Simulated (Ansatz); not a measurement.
# GaH₉OSi₂: how energies converge with the basis set

The task here is to estimate one member of a computed series from the others.

Computed with Ansatz 0.2.0, Gaussian basis. Level: one geometry, several basis sets.

Plan: PBE0-D4/def2-SVP; ωB97M-V/def2-SVP; PBE0-D4/def2-QZVPP; ωB97M-V/def2-QZVPP; the functionals' def2-TZVPP values are taken from earlier runs.

## The relaxed structure

An earlier PBE0-D4 in a triple-zeta def2 set relaxation fixed the geometry.

13 atoms, charge 0, spin multiplicity 1.

Atoms are counted from 1 here; the program's logs count them from 0.

Bond lengths: Si1–O2 1.676 Å, Si1–H5 1.477 Å, Si1–H6 1.484 Å, Si1–H7 1.479 Å, O2–Si3 1.676 Å, O2–Ga4 2.205 Å, Si3–H8 1.477 Å, Si3–H9 1.484 Å, Si3–H10 1.479 Å, Ga4–H11 1.572 Å, Ga4–H12 1.578 Å, Ga4–H13 1.578 Å. Angles: O2–Si1–H5 107.5°, O2–Si1–H6 107.0°, O2–Si1–H7 109.3°, H5–Si1–H6 111.1°, H5–Si1–H7 111.6°, H6–Si1–H7 110.2°, Si1–O2–Si3 132.8°, Si1–O2–Ga4 113.2°, Si3–O2–Ga4 113.1°, O2–Si3–H8 107.6°, O2–Si3–H9 106.8°, O2–Si3–H10 109.4°, H8–Si3–H9 111.0°, H8–Si3–H10 111.6°, H9–Si3–H10 110.2°, O2–Ga4–H11 98.6°, O2–Ga4–H12 93.6°, O2–Ga4–H13 93.8° and more.

Set-up of the first run:

File in.yaml:

```yaml
crystal:
  periodic: [false, false, false]
  atoms:
    - {symbol: Si, position_ang: [-0.302849, 1.543860, -0.801657]}
    - {symbol: O, position_ang: [-0.064933, 0.179050, 0.141232]}
    - {symbol: Si, position_ang: [0.577924, -0.048969, 1.672170]}
    - {symbol: Ga, position_ang: [-0.323446, -1.703183, -0.977162]}
    - {symbol: H, position_ang: [-1.539373, 1.333407, -1.582072]}
    - {symbol: H, position_ang: [-0.446619, 2.692526, 0.127043]}
    - {symbol: H, position_ang: [0.869809, 1.741844, -1.681758]}
    - {symbol: H, position_ang: [-0.188198, -1.132437, 2.321330]}
    - {symbol: H, position_ang: [0.412556, 1.232213, 2.403244]}
    - {symbol: H, position_ang: [2.012765, -0.389390, 1.555794]}
    - {symbol: H, position_ang: [-1.840039, -1.961141, -0.655681]}
    - {symbol: H, position_ang: [0.781064, -2.464703, -0.145795]}
    - {symbol: H, position_ang: [0.071941, -1.057774, -2.361888]}
basis:
  gaussian: {orbitals: def2-SVP}
hamiltonian: {xc: pbe0, dispersion: d4}
output: {orbitals: {seedname: orbitals}}
```

The run is started by

```sh
> ansatz run in.yaml --threads 4 --pin off --events-out ev --progress --plain --max-ram 10444MiB
```

Steps of the session up to this table: PBE0-D4 in def2-SVP; ωB97M-V in def2-SVP; PBE0-D4 in def2-QZVPP; ωB97M-V in def2-QZVPP.

One table of the session follows, with a row left open; its other results are not shown here.

It belongs to the step «Functionals by basis». 

```
functional       basis  HOMO (eV)
   PBE0-D4    def2-SVP          ?
   PBE0-D4  def2-TZVPP      -7.93
   PBE0-D4  def2-QZVPP      -7.93
   ωB97M-V    def2-SVP     -10.05
   ωB97M-V  def2-TZVPP     -10.19
   ωB97M-V  def2-QZVPP     -10.19
```

**Question.** Estimate the row for PBE0-D4, def2-SVP.

**Answer.** HOMO (eV): -7.85. In the column «HOMO (eV)» it is the highest.
